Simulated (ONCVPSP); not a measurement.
**C: generating and testing an ONCV potential**

Task: generate the file, and judge it by its errors in other configurations, its logarithmic derivatives, its ghosts and its cutoff.

Method: ONCVPSP 4.0.1, PBE, scalar-relativistic.

**1. Starting point**

Typed settings, in words:

```json
{
 "element": "carbon (C, Z = 6)",
 "type": "optimised norm-conserving Vanderbilt (ONCV)",
 "frozen core": "[He]",
 "valence charge": "4",
 "reference configuration": "2s2 2p2",
 "partial waves": "2s: rc 1.10 bohr, ncon 5, nbas 8, qcut 7.3 1/bohr, 1 projector; 2p: rc 2.90 bohr, ncon 3, nbas 7, qcut 5.7 1/bohr, 2 projectors, debl 3.6 Ha; d scattering state at 0.12 Ha: rc 2.30 bohr, ncon 3, nbas 7, qcut 3.7 1/bohr, 1 projector",
 "local potential": "polynomial inside 0.70 bohr (lpopt 4, dvloc0 1 Ha)",
 "core correction": "not asked for"
}
```

**2. Generation**

The input, C.dat:

```
# ATOM AND REFERENCE CONFIGURATION
# atsym  z   nc   nv     iexc    psfile
  C 6.00    1    2        4      upf
#
#   n    l    f
    1    0    2.00
    2    0    2.00
    2    1    2.00
#
# PSEUDOPOTENTIAL AND OPTIMIZATION
# lmax
    2
#
#   l,   rc,      ep,       ncon, nbas, qcut
    0    1.10    0.00    5    8    7.30
    1    2.90    0.00    3    7    5.70
    2    2.30    0.12    3    7    3.70
#
# LOCAL POTENTIAL
# lloc, lpopt,  rc(5),   dvloc0
    4    4    0.70    1.00
#
# VANDERBILT-KLEINMAN-BYLANDER PROJECTORs
# l, nproj, debl
    0    1    3.80
    1    2    3.60
    2    1    3.30
#
# MODEL CORE CHARGE
# icmod, fcfact, rcfact
    0    0.00    0.00
#
# LOG DERIVATIVE ANALYSIS
# epsh1, epsh2, depsh
   -2.00    5.00    0.02
#
# OUTPUT GRID
# rlmax, drl
    6.00    0.01
#
# TEST CONFIGURATIONS
# ncnf
    4
# nvcnf
#   n    l    f
    2
    2    0    2.00
    2    1    1.00
#
    2
    2    0    2.00
    2    1    0.00
#
    2
    2    0    1.00
    2    1    0.00
#
    2
    2    0    1.00
    2    1    3.00
#
```

On the command line:

```bash
$ oncvpsp.x < C.dat > C.out
```

Q: Predict the outcome of this session. Wanted: cutoffs for 1 and 0.1 mHa per electron, occupied waves; bound ghosts; GHOST(+) flags; largest test error; largest phase difference near zero energy, channels read.

**Answer**, as computed:

| quantity | value |
| --- | --- |
| cutoffs for 1 and 0.1 mHa per electron, occupied waves | 21 Ha and 27 Ha |
| bound ghosts | none found |
| GHOST(+) flags | d at 38 eV |
| largest test error (AE − PS) | +1744 meV, for 2s1 2p0 |
| largest phase difference near zero energy, channels read | 0.087 rad |

The worst unpolarised test, 2s1 2p0, is off by 1744 meV on 83.2 eV; by total energies transferability rates as poor. That test lies far up in energy; among those under 40 eV, nearer to bonding, the largest error is 895 meV. The potential is of middling hardness: the looser tolerance needs 21 Ha. At the looser tolerance the 2s wave is the slowest; 2p needs 9 Ha. It is free of bound ghosts as far as tested. Of the channels read, p scatters worst near zero energy, by up to 0.09 rad. The program also flags highly localised states, GHOST(+) (d).
